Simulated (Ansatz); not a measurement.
# Cl4Cu4H12N4 ([CuCl(NH3)]4 cubane): the cost of one run

Method: RKS PBE-D4/def2-SVP; program: Ansatz 0.2.0, Gaussian basis.

The runs, in order: relaxation at PBE-D4/def2-SVP; a single point at PBE0-D4/def2-SVP.

9 further runs of the same task are left out: 7 that didn't finish, 2 set aside as unsound or not needed. Runs told in other sessions of the task aren't counted.

## Step 1: The system as given

24 atoms, charge 0, spin multiplicity 1.

Atoms are counted from 1 here; the program's logs count them from 0.

Bond lengths: Cu1–N2 2.172 Å, Cu1–Cl3 2.419 Å, Cu1–Cl6 2.419 Å, Cu1–Cl9 2.420 Å, N2–H13 1.008 Å, N2–H14 1.008 Å, N2–H15 1.008 Å, Cl3–Cu4 2.420 Å, Cl3–Cu10 2.420 Å, Cu4–N5 2.169 Å, Cu4–Cl6 2.420 Å, Cu4–Cl12 2.419 Å, N5–H16 1.008 Å, N5–H17 1.008 Å, N5–H18 1.008 Å, Cl6–Cu7 2.420 Å, Cu7–N8 2.169 Å, Cu7–Cl9 2.419 Å and more. Angles: N2–Cu1–Cl3 118.8°, N2–Cu1–Cl6 119.0°, N2–Cu1–Cl9 118.4°, Cl3–Cu1–Cl6 98.6°, Cl3–Cu1–Cl9 99.1°, Cl6–Cu1–Cl9 98.8°, Cu1–N2–H13 111.4°, Cu1–N2–H14 111.3°, Cu1–N2–H15 111.3°, H13–N2–H14 107.6°, H13–N2–H15 107.6°, H14–N2–H15 107.5°, Cu1–Cl3–Cu4 80.7°, Cu1–Cl3–Cu10 80.1°, Cu4–Cl3–Cu10 80.3°, Cl3–Cu4–N5 118.7°, Cl3–Cu4–Cl6 98.5°, Cl3–Cu4–Cl12 98.9° and more.

No spin-orbit coupling is included.

The start is a GFN1-xTB geometry.

## Step 2: Relaxation at PBE-D4/def2-SVP

File in.yaml:

```yaml
crystal:
  periodic: [false, false, false]
  atoms:
    - {symbol: Cu, position_ang: [-0.076940, -1.886190, -0.303200]}
    - {symbol: N, position_ang: [-0.166900, -4.027850, -0.650630]}
    - {symbol: Cl, position_ang: [1.743750, -0.623730, -1.275430]}
    - {symbol: Cu, position_ang: [1.635430, 0.449630, 0.890800]}
    - {symbol: N, position_ang: [3.490040, 0.940140, 1.903180]}
    - {symbol: Cl, position_ang: [0.092070, -1.071740, 1.968460]}
    - {symbol: Cu, position_ang: [-1.490400, 0.530450, 1.082460]}
    - {symbol: N, position_ang: [-3.164470, 1.133510, 2.322460]}
    - {symbol: Cl, position_ang: [-1.930490, -0.521700, -1.050600]}
    - {symbol: Cu, position_ang: [-0.084060, 0.911160, -1.673570]}
    - {symbol: N, position_ang: [-0.155290, 1.952370, -3.574850]}
    - {symbol: Cl, position_ang: [0.079610, 2.222150, 0.353740]}
    - {symbol: H, position_ang: [0.626350, -4.499390, -0.245020]}
    - {symbol: H, position_ang: [-0.998680, -4.429920, -0.247480]}
    - {symbol: H, position_ang: [-0.174500, -4.238540, -1.636360]}
    - {symbol: H, position_ang: [4.176350, 1.301990, 1.259500]}
    - {symbol: H, position_ang: [3.888500, 0.126910, 2.345970]}
    - {symbol: H, position_ang: [3.348110, 1.636160, 2.618440]}
    - {symbol: H, position_ang: [-2.935160, 1.065650, 3.301790]}
    - {symbol: H, position_ang: [-3.973150, 0.554460, 2.159160]}
    - {symbol: H, position_ang: [-3.432020, 2.087900, 2.138720]}
    - {symbol: H, position_ang: [0.619080, 1.689020, -4.164070]}
    - {symbol: H, position_ang: [-0.113090, 2.951180, -3.445470]}
    - {symbol: H, position_ang: [-1.004140, 1.746380, -4.077990]}
basis:
  gaussian: {orbitals: def2-SVP}
hamiltonian: {xc: pbe, dispersion: d4}
scf: {lower_state_search: "off"}
output: {orbitals: {seedname: orbitals}}
relax: {f_tol: 0.03, max_steps: 70}
```

The run is started by

```bash
ansatz run in.yaml --threads 4 --pin off --events-out ev --progress --plain --max-ram 6963MiB
```

What time and memory should one allow on 4 threads of Arm Neoverse V1, shared host?

About 4.3 min, with a peak of 0.95 GiB.
